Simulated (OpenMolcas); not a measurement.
# Mo²⁺ among point charges: CASSCF and CASPT2 levels and susceptibility

Aim: the splitting of the states of Mo²⁺ in the field of 8 point charges, its lowest levels with spin-orbit coupling and its magnetic susceptibility.

Program: OpenMolcas 26.06. Level of theory: state-averaged CASSCF and CASPT2, spin-orbit coupling by RASSI with atomic mean-field integrals. These are calculated values, not measurements, unless marked.

## (1) Starting point

```
Species                           : Mo²⁺ (molybdenum, Z = 42, 40 electrons)
Basis                             : ANO-RCC-VDZP [6s5p3d1f], 43 functions
Scalar Hamiltonian                : DKH2, point nucleus
Inactive shells                   : 1s 2s 2p 3s 3p 3d 4s 4p
Active space                      : 4 electrons in 5 orbitals (4d)
Some configurations of this space : 4d4
Orbitals                          : optimised for each spin and parity, averaged over all roots
```

Outer shells as boxes (Hund's rule):

4d4
```
4d [↑ ][↑ ][↑ ][↑ ][  ]
```

The ion sits among 8 point charges of -1.2 e arranged as a cube (Oh), 2.11 Å from the ion.

Each step is its own input file, run in one work folder so that later steps find the files of earlier ones. Labels, J, g values, rates, χT and fits are worked out afterwards by a script from the matrices that RASSI stores. The input lists half of the charges; inversion (Group=XYZ) makes the rest.

## (2) One- and two-electron integrals

Contents of a.inp:

```
&GATEWAY
Coord
1

Mo 0.0 0.0 0.0
Basis=ANO-RCC-VDZP
Group=XYZ
NoMove
AngMom=0.0 0.0 0.0
AMFI
XField
4 Angstrom 0
1.218209 1.218209 1.218209 -1.200000
1.218209 1.218209 -1.218209 -1.200000
1.218209 -1.218209 1.218209 -1.200000
1.218209 -1.218209 -1.218209 -1.200000
&SEWARD
```

Run with:

```console
$ OMP_NUM_THREADS=1 MOLCAS_MEM=1689 MOLCAS_PROJECT=a pymolcas a.inp > a.log
```

The log of the run:

```text
Basis set label: MO.ANO-RCC...6S5P3D1F.

      Electronic valence basis set:
      ------------------
      Associated Effective Charge  42.000000 au
      Associated Actual Charge     42.000000 au
      Nuclear Model: Point charge

      Shell  nPrim  nBasis  Cartesian Spherical Contaminant
         s      21       6        X
         p      18       5        X
         d      13       3                 X
         f       6       1                 X
                  Relativistic Douglas-Kroll-Hess integrals:
                    - DKH order of Hamiltonian: 2
                    - DKH order of Properties : 0
                  Atomic mean-field integrals
```

## (3) Reference wave functions, quintets of even parity, 5 roots

Contents of a.inp:

```
&RASSCF
FileOrb=start.orb
Symmetry=1
Spin=5
nActEl=4 0 0
Inactive=9 9
Ras2=5 0
CIRoot=5 5 1
SDav=5
CIMx=300
Iter=120 100
PrWF=0.3
OrbListing=Nothing
MaxOrb=0
>>> COPY $Project.JobIph JOB001
```

Run with:

```console
$ OMP_NUM_THREADS=1 MOLCAS_MEM=1689 MOLCAS_PROJECT=a pymolcas a.inp > a.log
```

start.orb holds the contracted functions of the basis, ordered by shell, or the orbitals of the step before.

The log of the run, cut to the lines that bear on the results:

```text
[...]
      Number of active orbitals                  5
[...]
      Spin quantum number                      2.0
[...]
      Active orbitals                            5   0
[...]
      Number of CSFs                             5
      Number of root(s) required                 5
[...]
      Convergence after 10 iterations
[...]
      Natural orbitals and occupation numbers for root  1
      sym 1:   0.000000   1.000000   1.000000   1.000000   1.000000
      Natural orbitals and occupation numbers for root  2
      sym 1:   1.000000   1.000000   1.000000  -0.000000   1.000000
      Natural orbitals and occupation numbers for root  3
      sym 1:   1.000000   0.000000   1.000000   1.000000   1.000000
::    RASSCF root number  1 Total energy:  -4049.76004246
::    RASSCF root number  2 Total energy:  -4049.76004246
::    RASSCF root number  3 Total energy:  -4049.76004246
::    RASSCF root number  4 Total energy:  -4049.72003222
::    RASSCF root number  5 Total energy:  -4049.72003222
```

## (4) Reference wave functions, triplets of even parity, 45 roots

Contents of a.inp:

```
&RASSCF
FileOrb=start.orb
Symmetry=1
Spin=3
nActEl=4 0 0
Inactive=9 9
Ras2=5 0
CIRoot=45 45 1
SDav=45
CIMx=300
Iter=120 100
PrWF=0.3
OrbListing=Nothing
MaxOrb=0
>>> COPY $Project.JobIph JOB002
```

Run with:

```console
$ OMP_NUM_THREADS=1 MOLCAS_MEM=1689 MOLCAS_PROJECT=a pymolcas a.inp > a.log
```

The log of the run, cut to the lines that bear on the results:

```text
[...]
      Number of active orbitals                  5
[...]
      Spin quantum number                      1.0
[...]
      Active orbitals                            5   0
[...]
      Number of CSFs                            45
      Number of root(s) required                45
[...]
      Convergence after  7 iterations
[...]
      Natural orbitals and occupation numbers for root  1
      sym 1:   0.679136   0.339707   1.284386   0.048908   1.647862
      Natural orbitals and occupation numbers for root  2
      sym 1:   0.305199   0.713203   1.683092   0.049789   1.248718
      Natural orbitals and occupation numbers for root  3
      sym 1:   0.051367   0.161764   1.840640   0.856389   1.089840
::    RASSCF root number  1 Total energy:  -4049.72767960
::    RASSCF root number  2 Total energy:  -4049.72767960
::    RASSCF root number  3 Total energy:  -4049.72767960
[...]
::    RASSCF root number 27 Total energy:  -4049.63601393
::    RASSCF root number 28 Total energy:  -4049.63601393
::    RASSCF root number 29 Total energy:  -4049.63601393
::    RASSCF root number 30 Total energy:  -4049.63578687
```

## (5) CASSCF: singlets of even parity, 50 roots

Contents of a.inp:

```
&RASSCF
FileOrb=start.orb
Symmetry=1
Spin=1
nActEl=4 0 0
Inactive=9 9
Ras2=5 0
CIRoot=50 50 1
SDav=50
CIMx=300
Iter=120 100
PrWF=0.3
OrbListing=Nothing
MaxOrb=0
>>> COPY $Project.JobIph JOB003
```

The log of the run, cut to the lines that bear on the results:

```text
[...]
      Number of active orbitals                  5
[...]
      Spin quantum number                      0.0
[...]
      Active orbitals                            5   0
[...]
      Number of CSFs                            50
      Number of root(s) required                50
[...]
      Convergence after  7 iterations
[...]
      Natural orbitals and occupation numbers for root  1
      sym 1:   0.033032   0.033031   1.950453   0.033032   1.950453
      Natural orbitals and occupation numbers for root  2
      sym 1:   0.996269   0.023276   0.998405   0.023274   1.958776
      Natural orbitals and occupation numbers for root  3
      sym 1:   0.023274   0.996240   0.998434   0.023305   1.958747
::    RASSCF root number  1 Total energy:  -4049.73152514
::    RASSCF root number  2 Total energy:  -4049.69822885
::    RASSCF root number  3 Total energy:  -4049.69822885
[...]
::    RASSCF root number 27 Total energy:  -4049.59595471
::    RASSCF root number 28 Total energy:  -4049.59513437
::    RASSCF root number 29 Total energy:  -4049.59513437
::    RASSCF root number 30 Total energy:  -4049.58603757
```

## (6) RASSI: spin-orbit coupling between the states

Contents of a.inp:

```
&RASSI
NrOfJobIphs=3 5 45 50
1 2 3 4 5
1 2 3 4 5 6 7 8 9 10 11 12 13 14 15 16 17 18 19 20 21 22 23 24 25 26 27
28 29 30 31 32 33 34 35 36 37 38 39 40 41 42 43 44 45
1 2 3 4 5 6 7 8 9 10 11 12 13 14 15 16 17 18 19 20 21 22 23 24 25 26 27
28 29 30 31 32 33 34 35 36 37 38 39 40 41 42 43 44 45 46 47 48 49 50
IphNames
JOB001
JOB002
JOB003
EJob
SpinOrbit
DIPRint=1.0
SOCoupling=1000.0
Subsets=2
Property=9
'ANGMOM' 1 'ANGMOM' 2 'ANGMOM' 3 'MLTPL  1' 1 'MLTPL  1' 2 'MLTPL  1' 3
'AMFI' 1 'AMFI' 2 'AMFI' 3
SOProperty=3
'ANGMOM' 1 'ANGMOM' 2 'ANGMOM' 3
```

The log of the run, cut to the lines that bear on the results:

```text
SPIN-FREE ENERGIES:
  (Shifted by EMIN (a.u.) =      -4049.7600424588)
 SF State       Relative EMIN(au)   Rel lowest level(eV)    D:o, cm**(-1)      L_eff
     1             0.0000000000        0.0000000000              0.0000         2.0
     2             0.0000000000        0.0000000000              0.0000         2.0
     3             0.0000000000        0.0000000000              0.0000         2.0
    51             0.0285173185        0.7759957692           6258.8280         4.7
     6             0.0323628628        0.8806383598           7102.8274         3.8
     7             0.0323628628        0.8806383598           7102.8274         3.8
     8             0.0323628628        0.8806383598           7102.8274         3.8
     5             0.0400102385        1.0887340530           8781.2323         2.0
     4             0.0400102385        1.0887340530           8781.2323         2.0
    10             0.0472111770        1.2846815724          10361.6557         4.1
[...]
Eigenvalues of complex Hamiltonian:
   -----------------------------------
  (Shifted by EMIN (a.u.) =      -4049.7600424588)
 SO State       Relative EMIN(au)   Rel lowest level(eV)    D:o, cm**(-1)     J-value
     1            -0.0031261133        0.0000000000              0.0000         1.6
     2            -0.0026057822        0.0141589310            114.1995         1.8
     3            -0.0026057822        0.0141589310            114.1995         1.7
     4            -0.0026057822        0.0141589310            114.1995         1.7
     5            -0.0021728343        0.0259400418            209.2205         2.0
     6            -0.0021728343        0.0259400418            209.2205         1.5
     7            -0.0021728343        0.0259400418            209.2205         2.0
     8             0.0001777001        0.0899013433            725.1032         2.5
     9             0.0001777001        0.0899013432            725.1032         2.4
    10             0.0004072317        0.0961472156            775.4796         2.6
    11             0.0004072317        0.0961472156            775.4796         2.5
[...]
```

Time for these steps: 23 s (1 thread of Arm Neoverse V1, shared host).

Spin-free states, with their symmetry labels:

```
state  degeneracy  E (cm-1)  free-ion L (%)
  5T2           3         0         D (100)
  1A1           1      6259          G (53)
  3T1           3      7103          H (49)
   5E           2      8781         D (100)
  3T2           3     10362          H (41)
  1T1           3     13567          I (59)
  3T1           3     14830          H (62)
  3T2           3     16095          G (57)
  3T1           3     17941          G (44)
   3E           2     18082          H (48)
  1T2           3     19622          I (76)
  3T2           3     20956          F (52)
   1E           2     22523          G (71)
  3A2           1     23352         F (100)
  1A1           1     23468          I (52)
  1T2           3     23565          D (40)
   3E           2     24435          H (50)
  3T1           3     24778          H (54)
  1T1           3     26292          G (53)
  1A2           1     26836          I (79)
  3T2           3     27221          D (42)
  3A1           1     27271         G (100)
  1T2           3     29115          F (36)
  3T1           3     29830          F (31)
```

With spin-orbit coupling:

```csv
E (cm-1),Degeneracy,Label,2S+1
0.0,1,A1,5
114.2,3,T1,5
209.2,3,T2,5
725.1,2,E,5
775.5,3,T1,5
1147,3,T2,5
5654,1,A1,1
7554,3,T1,3
7889,2,E,3
8007,3,T2,3
8471,1,A1,3
9333,1,A2,5
9354,3,T2,5
9356,1,A1,5
9357,3,T1,5
9371,2,E,5
10536,1,A2,3
10812,3,T2,3
11034,3,T1,3
11304,2,E,3
13821,3,T1,1
15377,2,E,3
15447,3,T2,3
15580,1,A1,3
```

The table of states holds 24 of 43 computed; the rest, higher up, is left out.

Powder χT (cm³ K/mol): 0.04 at 2 K, 0.09 at 5 K, 0.18 at 10 K, 0.37 at 20 K, 0.87 at 50 K, 1.33 at 100 K, 1.52 at 150 K, 1.65 at 200 K, 1.76 at 250 K, 1.85 at 300 K.

A ligand-field fit to the states below 45000 cm-1 gives 10Dq = -9132 cm-1, B = 732 cm-1 and C = 2851 cm-1 (C/B = 3.90), with a deviation of 182 cm-1.

## (7) CASPT2: IPEA 0.25, imaginary shift 0.1 (closed shells correlated: 4s 4p)

Contents of a.inp:

```
>>> COPY JOB001 $Project.JobIph
&CASPT2
Multistate=5 1 2 3 4 5
NoMult
Frozen=8 6
IPEA=0.25
Imaginary=0.1
MaxIter=60
WThr=0.0 0.3 0.05
PrWF=0.5
NoMix
>>> COPY JOB002 $Project.JobIph
&CASPT2
Multistate=45 1 2 3 4 5 6 7 8 9 10 11 12 13 14 15 16 17 18 19 20 21 22
23 24 25 26 27 28 29 30 31 32 33 34 35 36 37 38 39 40 41 42 43 44 45
NoMult
Frozen=8 6
IPEA=0.25
Imaginary=0.1
MaxIter=60
WThr=0.0 0.3 0.05
PrWF=0.5
NoMix
>>> COPY JOB003 $Project.JobIph
&CASPT2
Multistate=50 1 2 3 4 5 6 7 8 9 10 11 12 13 14 15 16 17 18 19 20 21 22
23 24 25 26 27 28 29 30 31 32 33 34 35 36 37 38 39 40 41 42 43 44 45 46
47 48 49 50
NoMult
Frozen=8 6
IPEA=0.25
Imaginary=0.1
MaxIter=60
WThr=0.0 0.3 0.05
PrWF=0.5
NoMix
```

The log of the run, cut to the lines that bear on the results:

```text
[...]
      Active orbitals                            5   0
[...]
      E2 (Variational):          -0.2400544828
      Total energy:           -4050.0000969417
[...]
::    CASPT2 Root  1     Total energy:  -4050.00009694
::    CASPT2 Root  2     Total energy:  -4050.00010253
[...]
::    CASPT2 Root 27     Total energy:  -4049.85507919
::    CASPT2 Root 28     Total energy:  -4049.85392607
::    CASPT2 Root 29     Total energy:  -4049.85432475
::    CASPT2 Root 30     Total energy:  -4049.84577150
```

This run: 7.7 s of run time, 1 thread of Arm Neoverse V1, shared host.

SS-CASPT2: lowest energy less the reference's lowest, -0.2401 hartree; reference weights 0.912 to 0.944.

States without spin-orbit coupling:

```
state  degeneracy  E (cm-1)  free-ion L (%)
  5T2           3         0         D (100)
  1A1           1      4604          G (53)
  3T1           3      5460          H (49)
  3T2           3      8483          H (41)
   5E           2      9163         D (100)
  1T1           3     12061          I (59)
  3T1           3     13601          H (62)
  3T2           3     14355          G (57)
  3T1           3     15594          G (44)
   3E           2     16336          H (48)
  1T2           3     17066          I (76)
  3T2           3     17908          F (52)
   1E           2     20139          G (71)
  1T2           3     20236          D (40)
  1A1           1     20829          I (52)
  3A2           1     20992         F (100)
   3E           2     23205          H (50)
  1T1           3     23371          G (53)
  3T1           3     23508          H (54)
  1A2           1     24501          I (79)
  3T2           3     24792          D (42)
  1T2           3     25528          F (36)
  3A1           1     25531         G (100)
  3T1           3     26666          F (31)
```

With spin-orbit coupling:

```tsv
E (cm-1)	Degeneracy	Label	2S+1
0	1	A1	5
140	3	T1	5
250	3	T2	5
770	2	E	5
830	3	T1	5
1200	3	T2	5
4110	1	A1	1
6000	3	T1	3
6310	2	E	3
6430	3	T2	3
6900	1	A1	3
8620	1	A2	3
8930	3	T2	3
9210	3	T1	3
9440	2	E	3
9730	1	A1	5
9770	3	T1	5
9830	2	E	5
9830	3	T2	5
9850	1	A2	5
12430	3	T1	1
14130	2	E	3
14210	3	T2	3
14430	1	A1	3
```

Powder χT (cm³ K/mol): 0.03 at 2 K, 0.07 at 5 K, 0.15 at 10 K, 0.30 at 20 K, 0.73 at 50 K, 1.22 at 100 K, 1.45 at 150 K, 1.60 at 200 K, 1.71 at 250 K, 1.81 at 300 K.

A ligand-field fit to the states below 45000 cm-1 gives 10Dq = -9003 cm-1, B = 596 cm-1 and C = 2564 cm-1 (C/B = 4.30), with a deviation of 406 cm-1.

## (8) The methods side by side

A. CASSCF
B. SS-CASPT2, IPEA 0.25, imaginary shift 0.1 (closed shells correlated: 4s 4p)

```
method  ground state  first state of that spin (cm-1)  first gap with spin-orbit (cm-1)  χT at 300 K
     A           5T2                          5E 8781                             114.2         1.85
     B           5T2                          5E 9163                             142.6         1.81
```

## (9) Results

| quantity | value |
| --- | --- |
| method | SS-CASPT2, IPEA 0.25, imaginary shift 0.1 (closed shells correlated: 4s 4p) |
| spin-free ground state | 5T2, 3-fold in its orbital part |
| first state of the same spin within the active space | 5E at 9160 cm⁻¹ |
| lowest level | 1-fold A1 |
| next level | 142.6 cm⁻¹ |
| χT at 300 K | 1.81 cm³ K/mol |
| effective moment at 300 K | 3.81 μB |

Cost by method:

```
                                              method  time of its own steps  time with the reference
                                           A. CASSCF                   23 s                     23 s
B. SS-CASPT2, IPEA 0.25, imaginary shift 0.1, +4s 4p                  7.7 s                     30 s
```

Times are of one thread on a shared host.

The spin-free ground state (5T2) comes to 100 % from free-ion D terms and keeps the highest spin of the shell. χT at 300 K is 1.81, against 3.01 cm³ K/mol for the spin alone, so spin-orbit coupling lowers it. An active space of the d shell alone favours high spin; real ions in strong fields can be low spin. A ligand-field fit to the states below 45000 cm-1 gives 10Dq = -9003 cm-1, B = 596 cm-1 and C = 2564 cm-1 (C/B = 4.30), with a deviation of 406 cm-1. CASPT2 does not keep the components of a term degenerate, and the means are used. The field of point charges can differ much from that of real complexes. With metal d orbitals alone active, the gaps between spin states are rough; where two lie within a few thousand cm-1, their order is open. This is an electrostatic model: the charges have no orbitals.
